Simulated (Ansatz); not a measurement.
Runs of Ansatz 0.2.0 on BiS. Symmetry: Pm-3m, No. 221, cubic system. The conventional cell has a = 4.003 Å, b = 4.003 Å, c = 4.003 Å, α = 90.00°, β = 90.00°, γ = 90.00°. Around Bi (site symmetry m-3m) lie 8 S at 3.47 Å. Around S (site symmetry m-3m) lie 8 Bi at 3.47 Å. The cell was built by a generator and needn't be a form met in nature.

| task | level | cell | k mesh | smearing | points for each segment of the path | mesh quality | gap on the mesh (eV) | pressure (GPa) | relaxed volume (Å³/atom) |
| --- | --- | --- | --- | --- | --- | --- | --- | --- | --- |
| single point | PBE | as given | 7 × 7 × 7 | gaussian 0.029 eV | - | not flagged | none | (a) | - |
| relaxation of cell and atoms | B3LYP | relaxed | 4 × 4 × 4 | fermi-dirac 0.05 eV | - | coarse | none | - | 24.08 |
| band structure | HSE06 | as given | 4 × 4 × 4 | fermi-dirac 0.05 eV | 4 | coarse | none | - | - |
| relaxation of cell and atoms | RPBE | relaxed | 7 × 7 × 7 | fermi-dirac 0.05 eV | - | not flagged | none | 0.0 | 23.88 |
| relaxation of cell and atoms | HSE06 | relaxed | 4 × 4 × 4 | fermi-dirac 0.05 eV | - | coarse | none | - | 22.19 |

Alike in all rows: potentials or basis Ansatz PAW; no spin polarisation; cutoff (eV) 420.

**Question.** Estimate the missing entries.

**Answer.** (a) -10.9.

Caveats: some runs use coarse meshes; spin-orbit coupling is left out, which moves the levels of the heavy elements; the PAW data sets come from PBE, with cores solved anew for the run's functional, which leaves a small shift of forces and pressure (some runs); the volume moved by over 15 % at a fixed basis, so the end points are rough (some runs); the plane-wave basis is chosen anew once the cell has moved, so the energies of steps on either side of that aren't comparable (some runs); the potentials were made for another functional, which shifts forces and pressure (some runs).

A k mesh can miss the band edges, and the runs leave out spin-orbit coupling on Bi.

A gap of «none» marks a metal or a gap under the smearing width.

Not every run made on this cell is shown here.
